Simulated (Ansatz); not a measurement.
# CH₄OSeSi: one species, many methods

How much do the methods differ for CH₄OSeSi? The plan is to run it at one geometry with functionals of several rungs and with coupled cluster, and see how far each lands from CCSD(T) at the basis-set limit for the atomisation energy.

Method: functionals in def2-TZVPP, the program's frozen cores in correlated methods; program: Ansatz 0.2.0, Gaussian basis.

Plan: PBE-D4, r2SCAN-D4, PBE0-D4, B3LYP-D4, ωB97X-V, ωB97M-V, B2PLYP; CCSD(T)/def2-TZVPP; MP2/def2-QZVPP; extrapolation to the limit.

### Step 1. The geometry

All runs share one geometry, relaxed beforehand with PBE0-D4 in a triple-zeta def2 set.

SMILES `O=C([SiH3])[SeH]`, 8 atoms, charge 0, spin multiplicity 1.

Atoms are counted from 1 here; the program's logs count them from 0.

Bond lengths: O1–C2 1.196 Å, C2–Si3 1.926 Å, C2–Se4 1.957 Å, Si3–H5 1.483 Å, Si3–H6 1.482 Å, Si3–H7 1.482 Å, Se4–H8 1.468 Å. Angles: O1–C2–Si3 121.1°, O1–C2–Se4 119.6°, Si3–C2–Se4 119.3°, C2–Si3–H5 110.7°, C2–Si3–H6 106.9°, C2–Si3–H7 107.0°, H5–Si3–H6 110.6°, H5–Si3–H7 110.8°, H6–Si3–H7 110.7°, C2–Se4–H8 94.3°.

### Step 2. PBE-D4 (GGA)

File in.yaml:

```yaml
crystal:
  periodic: [false, false, false]
  atoms:
    - {symbol: O, position_ang: [1.464394, -0.900875, 1.267857]}
    - {symbol: C, position_ang: [0.546175, -0.740755, 0.518923]}
    - {symbol: Si, position_ang: [0.071984, 1.017022, -0.110742]}
    - {symbol: Se, position_ang: [-0.502433, -2.284340, -0.070273]}
    - {symbol: H, position_ang: [-1.053251, 0.943332, -1.073987]}
    - {symbol: H, position_ang: [-0.311215, 1.811563, 1.080609]}
    - {symbol: H, position_ang: [1.279273, 1.587420, -0.753821]}
    - {symbol: H, position_ang: [-1.402828, -1.490364, -0.914366]}
basis:
  gaussian: {orbitals: def2-TZVPP}
hamiltonian: {xc: pbe, dispersion: d4}
output: {forces: true, orbitals: {seedname: orbitals}}
```

Run with:

```sh
ansatz run in.yaml --threads 4 --pin off --events-out ev --progress --plain --max-ram 10444MiB
```

The runs that follow: r2SCAN-D4 (meta-GGA); PBE0-D4 (hybrid); B3LYP-D4 (hybrid); ωB97X-V (range-separated); ωB97M-V (range-separated); B2PLYP (double hybrid); CCSD(T) in def2-TZVPP; MP2 in def2-QZVPP.

**Question.** What will the summary of the whole plan be? Wanted: atomisation energy, CCSD(T)/CBS; farthest; mean size of error, hybrid; mean size of error, range-separated; gap, smallest and largest; T1 diagnostic; triples share of the correlation energy.

The runs gave:

| quantity | value |
| --- | --- |
| atomisation energy, CCSD(T)/CBS | 27.505 eV |
| functionals within 0.275 eV (1.0 %) | r2SCAN-D4, PBE0-D4, B3LYP-D4, ωB97X-V, ωB97M-V |
| farthest | PBE-D4 (+0.720 eV) |
| mean size of error, hybrid | 0.079 eV |
| mean size of error, range-separated | 0.081 eV |
| gap, smallest and largest | 3.35 eV (PBE-D4), 10.06 eV (ωB97X-V) |
| T1 diagnostic | 0.0153 |
| triples share of the correlation energy | 4.2 % |

What this shows: PBE-D4 is off by +0.720 eV. Double hybrids carry the basis error of their MP2 part in triple zeta, and no dispersion term here, so their miss is partly the set-up's. Misses under about 0.275 eV are within the doubt on the reference itself, which lacks core-valence correlation, relativity and higher excitations, and its outer-core shells are covered unevenly. All levels share the lack of spin-orbit coupling, which lowers the free heavy atoms and so the true binding. Hartree-Fock recovers 68 % of the binding; the rest is correlation. The gap grows from 3.3 to 10.1 eV across the functionals, mostly with the share of exact exchange. Correlated methods include outer-core shells of Se, which these sets cover unevenly.
